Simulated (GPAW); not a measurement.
AlFe3B:

```
Fe Al B
1.0
     3.82232    0.00000    0.00000
     0.00000    3.82232    0.00000
     0.00000    0.00000    3.82232
Fe Al B
3 1 1
Direct
  0.00000 0.00000 0.50000
  0.00000 0.50000 0.00000
  0.50000 0.00000 0.00000
  0.50000 0.50000 0.50000
  0.00000 0.00000 0.00000
```

The cell comes from a database or a generator and needn't be the stable form of this composition.

Base run:

* Program: GPAW 26.7.0
* Functional: PBEsol
* Potentials or basis: PAW data sets generated in the run's folder for this functional
* Cutoff: 800 eV
* Basis: pw
* k mesh: 7 × 7 × 7
* Occupations: fermi-dirac, width 0.05 eV
* Spin: collinear spin, ferromagnetic start
* Starting moments: [3.0, 3.0, 3.0, 0.0, 0.0] μB
* Hubbard terms: Fe d U = 2 eV

Its results: pressure 5.4 GPa; net moment 6.32 μB per cell; site moments Fe +2.31; Al -0.11; B -0.09 μB.

Task: The run is repeated on the same cell with these changes: hubbard terms from Fe d U = 2 eV to none. What comes out?

Result: Pressure -5.6 GPa; net moment 4.12 μB per cell; site moments Fe +1.47; Al -0.07; B -0.05 μB.

Caveats: the U is typed as a test and isn't derived for this compound (some runs).
